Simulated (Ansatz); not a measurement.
# ScCl: the cost of one run

Program: Ansatz 0.2.0. Level of theory: DFT r2SCAN, scalar-relativistic, plane waves, PAW. These are calculated values, not measurements.

1 further run of the same task is left out (it didn't finish).

## 1. The structure to begin with

The structure is trigonal, space group R-3m (No. 166). The conventional cell has a = 3.473 Å, b = 3.473 Å, c = 26.710 Å, α = 90.00°, β = 90.00°, γ = 120.00°. Around Sc (site symmetry 3m) lie 3 Cl at 2.59 Å. Around Cl (site symmetry 3m) lie 3 Sc at 2.59 Å.

As a file:

```cif
data_structure
_symmetry_space_group_name_H-M 'P 1'
_symmetry_Int_Tables_number 1
_cell_length_a 9.1263
_cell_length_b 9.1263
_cell_length_c 9.1263
_cell_angle_alpha 21.938
_cell_angle_beta 21.938
_cell_angle_gamma 21.938
_cell_volume 93.00
loop_
_atom_site_label
_atom_site_type_symbol
_atom_site_fract_x
_atom_site_fract_y
_atom_site_fract_z
_atom_site_occupancy
Sc1 Sc 0.21370 0.21370 0.21370 1
Sc2 Sc 0.78630 0.78630 0.78630 1
Cl1 Cl 0.39140 0.39140 0.39140 1
Cl2 Cl 0.60860 0.60860 0.60860 1
```

Source of the structure: the Crystallography Open Database.

## 2. Probe: one point at the start

input.yaml

```yaml
crystal:
  lattice:
    - [1.7365008168, 1.002569214, 8.90333]
    - [-1.7365008168, 1.002569214, 8.90333]
    - [0.0, -2.0051384281, 8.90333]
  atoms:
    - { symbol: Sc, position: [0.2137, 0.2137, 0.2137] }
    - { symbol: Sc, position: [0.7863, 0.7863, 0.7863] }
    - { symbol: Cl, position: [0.3914, 0.3914, 0.3914] }
    - { symbol: Cl, position: [0.6086, 0.6086, 0.6086] }
basis:
  ecutwfc: 500
kpoints:
  mp_grid: { grid: [6, 6, 6] }
hamiltonian:
  xc: r2scan
scf:
  occupations: { method: gaussian, width: 0.1 }
output:
  forces: true
  stress: true
  eigenvalues: true
```

Launch:

```bash
$ ansatz run input.yaml --threads 1 --pin off --max-ram 2560MiB --backend cpu --events-out ev --progress --plain --runs-dir out
```

What time and memory should one allow on 1 thread of Arm Neoverse V2, shared host?

About 11 s, with a peak of 0.6 GiB.
